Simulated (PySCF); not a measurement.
# GeSi2H8 (SMILES [SiH3][GeH2][SiH3]): MP2/6-31G

What is the vertical ionisation energy of GeSi2H8 at MP2/6-31G? Input form: a Python script.

Program for the calculation: PySCF 2.14.0.

## Step 1: The structure to begin with

The species is GeSi2H8 (11 atoms), meant as a singlet with charge 0. As SMILES, `[SiH3][GeH2][SiH3]`. Geometry: relaxed at PBE0-D4/def2-TZVP.

Bond lengths: Si1–Ge2 2.379 Å, Ge2–Si3 2.379 Å, Si1–H4 1.487 Å, Si1–H5 1.487 Å, Si1–H6 1.487 Å, Ge2–H7 1.541 Å, Ge2–H8 1.541 Å, Si3–H9 1.487 Å, Si3–H10 1.487 Å, Si3–H11 1.487 Å. Some angles: Si1–Ge2–Si3 111.0°, Si1–Ge2–H7 109.6°, Si1–Ge2–H8 109.6°, Si3–Ge2–H7 109.6°, Si3–Ge2–H8 109.5°, Ge2–Si1–H4 109.7°, Ge2–Si1–H5 109.7°, Ge2–Si1–H6 111.0°, Ge2–Si3–H9 111.0°, Ge2–Si3–H10 109.7°.

## Step 2: The energy at MP2/6-31G

The input, mol.xyz:

```xyz
11
GeH8Si2
Si    -1.240700     1.300100    -0.847900
Ge    -0.347500    -0.027400     0.912300
Si     1.520900    -1.293400     0.160700
H     -1.664500     0.423300    -1.971800
H     -0.201200     2.240300    -1.344600
H     -2.414700     2.084500    -0.382000
H      0.080900     0.883300     2.078800
H     -1.435600    -0.980200     1.443500
H      2.082700    -2.120500     1.261200
H      2.579600    -0.376700    -0.339400
H      1.105400    -2.190400    -0.950100
```

The input, input.py:

```python
from pyscf import gto, mp

mol = gto.M(
    atom='mol.xyz',
    spin=0,
    charge=0,
    max_memory=1860,
    verbose=3,
    basis='6-31g',
)

calc0 = mol.RHF()
calc0.conv_tol = 1e-10
calc0.kernel()
if not calc0.converged:
    calc0 = calc0.newton().run(calc0.mo_coeff, calc0.mo_occ)

pt = mp.MP2(calc0, frozen=19).run()
etot = pt.e_tot
print(f'total energy: {etot:.8f} hartree')
```

Started as:

```bash
OMP_NUM_THREADS=1 python input.py
```

The log of the run:

```text
converged SCF energy = -2657.40309580641
E(RMP2) = -2657.72236679462  E_corr = -0.319270988212487
E(SCS-RMP2) = -2657.72098490638  E_corr = -0.317889099969462
total energy: -2657.72236679 hartree
```

Run time: 2.5 s. Hardware: 1 thread of Arm Neoverse V1, shared host; peak memory 0.15 GiB.

## Step 3: The doublet cation, same level

The input, input.py:

```python
from pyscf import gto, mp

system = gto.Mole()
system.atom = '''
Si  -1.240700   1.300100  -0.847900
Ge  -0.347500  -0.027400   0.912300
Si   1.520900  -1.293400   0.160700
H   -1.664500   0.423300  -1.971800
H   -0.201200   2.240300  -1.344600
H   -2.414700   2.084500  -0.382000
H    0.080900   0.883300   2.078800
H   -1.435600  -0.980200   1.443500
H    2.082700  -2.120500   1.261200
H    2.579600  -0.376700  -0.339400
H    1.105400  -2.190400  -0.950100
'''
system.basis = '6-31g'
system.spin = 1
system.max_memory = 1860
system.verbose = 4
system.charge = 1
system.build()

mf = system.UHF()
mf.conv_tol = 1e-10
mf.kernel()
if not mf.converged:
    mf = mf.newton().run(mf.mo_coeff, mf.mo_occ)

pt = mp.MP2(mf, frozen=19).run()
etot = pt.e_tot
print(f'total energy: {etot:.8f} hartree')
```

Started as:

```bash
OMP_NUM_THREADS=1 python input.py
```

The log of the run:

```text
PySCF version 2.14.0

[... 103 lines left out ...]
converged SCF energy = -2657.05705721333  <S^2> = 0.77021156  2S+1 = 2.0201104
[... 1 line left out ...]
******** <class 'pyscf.mp.ump2.UMP2'> ********
nocc = (np.int64(15), np.int64(14)), nmo = (50, 50)
frozen orbitals 19
E(UMP2) = -2657.37015426534  E_corr = -0.313097052011794
E(SCS-UMP2) = -2657.36892415136  E_corr = -0.311866938032775
E_corr(same-spin) = -0.0736725281323583
E_corr(oppo-spin) = -0.239424523879435
total energy: -2657.37015427 hartree
```

Run time: 3.3 s. Hardware: 1 thread of Arm Neoverse V1, shared host; peak memory 0.16 GiB.

## Step 4: Summary of results

Level: MP2/6-31G, 19 core orbitals frozen.

| quantity | value |
| --- | --- |
| singlet GeSi2H8: total energy | -2657.72237 Eh |
| singlet GeSi2H8: dipole moment (Hartree–Fock density) | 0.10 D |
| singlet GeSi2H8: HOMO energy (Hartree–Fock orbitals) | -10.28 eV |
| singlet GeSi2H8: LUMO energy (Hartree–Fock orbitals) | 3.13 eV |
| singlet GeSi2H8: HOMO–LUMO gap (Hartree–Fock orbitals) | 13.41 eV |
| singlet GeSi2H8: correlation energy (19 core orbitals frozen) | -319.3 mEh |
| doublet cation: total energy | -2657.37015 Eh |
| doublet cation: HOMO energy (Hartree–Fock orbitals) (highest over α and β) | -16.17 eV |
| doublet cation: LUMO energy (Hartree–Fock orbitals) (lowest over α and β) | -8.55 eV |
| doublet cation: correlation energy (19 core orbitals frozen) | -313.1 mEh |
| doublet cation: ⟨S²⟩ of the reference determinant | 0.770 |
| vertical ionisation energy (to the doublet cation) | 9.584 eV |

What this shows: The vertical ionisation energy comes to 9.58 eV (221 kcal/mol). Mulliken charges (singlet GeSi2H8) of the mean-field density run from -0.18 on H4 to +0.51 on Si1; they depend strongly on the basis. Mulliken charges (doublet cation) of the mean-field density run from -0.09 on H4 to +0.63 on Si1.
